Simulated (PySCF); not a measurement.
# C3H5N3O: the cost of one run

The runs use PySCF 2.14.0, with density-fitted response routines of our own; the level of theory stands in each step. All values are computed, except where a source is named. Atoms count from 0, in the outputs and in this text.

## Step 1: The starting structure

12 atoms, charge 0, multiplicity 1; geometry from: GFN2-xTB.

Bonds of the start (Å): C0–O1 1.42, O1–C2 1.32, C2–N3 1.36, N3–C4 1.31, C4–N5 1.34, N5–N6 1.35, N6–C2 1.32, C0–H7 1.09, C0–H8 1.09, C0–H9 1.09, C4–H10 1.07, N5–H11 1.01.

## Step 2: TDDFT and polarisability: CAM-B3LYP/def2-SVPD

Job settings and geometry (Å):

```
{"job": {"kind": "uv", "xc": "CAM-B3LYP", "basis": "def2-SVPD", "nstates": 8, "ntriplets": 3}, "charge": 0, "multiplicity": 1}
C     -2.200528     0.037987     0.034518
O     -1.177559     0.912509     0.472681
C      0.052750     0.442566     0.339746
N      1.128651     1.176095     0.718061
C      2.140877     0.395908     0.438532
N      1.707953    -0.761344    -0.086425
N      0.360298    -0.742894    -0.153777
H     -2.174740    -0.898943     0.596262
H     -2.085536    -0.188124    -1.028521
H     -3.137751     0.560535     0.212263
H      3.171085     0.635912     0.599660
H      2.215698    -1.570892    -0.404311
```

With the program's defaults for keys left out, this is: TDDFT CAM-B3LYP/def2-SVPD, vertical, gas phase, core orbitals frozen in the response.

Command:

```
$ OMP_NUM_THREADS=1 python probes_run.py task.json out
```

The driver reads the jobs from task.json and runs them one after another.

Q: Estimate the wall time and peak memory of this job on 1 thread of Intel Xeon Platinum 8375C at 2.90GHz, shared host.

About 25 s, with a peak of 0.77 GiB.
